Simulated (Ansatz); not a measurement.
# CH4FNO2Si: up Jacob's ladder to CCSD(T)

How much do the methods differ for CH4FNO2Si? The plan is to run it at one geometry with functionals of several rungs and with coupled cluster, and see how far each lands from CCSD(T) at the basis-set limit for the atomisation energy.

The runs use Ansatz 0.2.0, Gaussian basis; functionals in def2-TZVPP, the program's frozen cores in correlated methods.

The runs, in order: PBE-D4, r2SCAN-D4, PBE0-D4, B3LYP-D4, ωB97X-V, ωB97M-V, B2PLYP; CCSD(T)/def2-TZVPP; MP2/def2-QZVPP; extrapolation to the limit.

## (1) The relaxed structure

All runs share one geometry, relaxed beforehand with PBE0-D4 in a triple-zeta def2 set.

SMILES `NC1(F)O[SiH2]O1`, 10 atoms, charge 0, spin multiplicity 1.

Atoms are counted from 1 here; the program's logs count them from 0.

Bond lengths: N1–C2 1.397 Å, N1–H7 1.010 Å, N1–H8 1.011 Å, C2–F3 1.352 Å, C2–O4 1.403 Å, C2–O6 1.436 Å, O4–Si5 1.673 Å, Si5–O6 1.664 Å, Si5–H9 1.478 Å, Si5–H10 1.480 Å. Angles: C2–N1–H7 111.6°, C2–N1–H8 111.1°, H7–N1–H8 110.7°, N1–C2–F3 107.8°, N1–C2–O4 112.7°, N1–C2–O6 117.1°, F3–C2–O4 110.9°, F3–C2–O6 107.4°, O4–C2–O6 100.8°, C2–O4–Si5 89.0°, O4–Si5–O6 81.9°, O4–Si5–H9 115.5°, O4–Si5–H10 114.4°, O6–Si5–H9 116.3°, O6–Si5–H10 115.0°, H9–Si5–H10 111.0°, C2–O6–Si5 88.2°.

Coordinates:

```xyz
10
charge 0, multiplicity 1
N    -0.0471   -1.7440   -0.2001
C    -0.5094   -0.4288   -0.1158
F    -1.8602   -0.4625   -0.1614
O     0.0050    0.3914   -1.1311
Si    0.4711    1.4947    0.0375
O    -0.1368    0.3226    1.0502
H     0.9590   -1.7886   -0.1305
H    -0.4798   -2.3268    0.5034
H    -0.2511    2.7846    0.0195
H     1.9326    1.7062    0.1313
```

## (2) PBE-D4 (GGA)

The input, in.yaml:

```yaml
crystal:
  periodic: [false, false, false]
  atoms:
    - {symbol: N, position_ang: [-0.047146, -1.744002, -0.200051]}
    - {symbol: C, position_ang: [-0.509421, -0.428759, -0.115846]}
    - {symbol: F, position_ang: [-1.860162, -0.462489, -0.161382]}
    - {symbol: O, position_ang: [0.004953, 0.391397, -1.131093]}
    - {symbol: Si, position_ang: [0.471057, 1.494696, 0.037458]}
    - {symbol: O, position_ang: [-0.136818, 0.322617, 1.050192]}
    - {symbol: H, position_ang: [0.959041, -1.788610, -0.130508]}
    - {symbol: H, position_ang: [-0.479760, -2.326784, 0.503383]}
    - {symbol: H, position_ang: [-0.251063, 2.784644, 0.019484]}
    - {symbol: H, position_ang: [1.932620, 1.706192, 0.131263]}
basis:
  gaussian: {orbitals: def2-TZVPP}
hamiltonian: {xc: pbe, dispersion: d4}
output: {forces: true, orbitals: {seedname: orbitals}}
```

Launch:

```
$ ansatz run in.yaml --threads 4 --pin off --events-out ev --progress --plain --max-ram 10444MiB
```

The runs that follow: r2SCAN-D4 (meta-GGA); PBE0-D4 (hybrid); B3LYP-D4 (hybrid); ωB97X-V (range-separated); ωB97M-V (range-separated); B2PLYP (double hybrid); CCSD(T) in def2-TZVPP; MP2 in def2-QZVPP.

**Question.** What will the summary of the whole plan be? Wanted: atomisation energy, CCSD(T)/CBS; farthest; mean size of error, hybrid; mean size of error, range-separated; gap, smallest and largest; T1 diagnostic; triples share of the correlation energy.

The runs gave:

```
                               quantity                                 value
        atomisation energy, CCSD(T)/CBS                             40.541 eV
    functionals within 0.203 eV (0.5 %)           r2SCAN-D4, PBE0-D4, ωB97M-V
                               farthest                    PBE-D4 (+1.147 eV)
             mean size of error, hybrid                              0.216 eV
    mean size of error, range-separated                              0.222 eV
              gap, smallest and largest  5.04 eV (PBE-D4), 12.05 eV (ωB97X-V)
                          T1 diagnostic                                0.0123
triples share of the correlation energy                                 3.7 %
```

**Reading.** PBE-D4 is off by +1.147 eV. Double hybrids carry the basis error of their MP2 part in triple zeta, and no dispersion term here, so their miss is partly the set-up's. Misses under about 0.203 eV are within the doubt on the reference itself, which lacks core-valence correlation, relativity and higher excitations. Hartree-Fock recovers 67 % of the binding; the rest is correlation. Orbital gaps span 5.0 to 12.1 eV; exact exchange widens them.
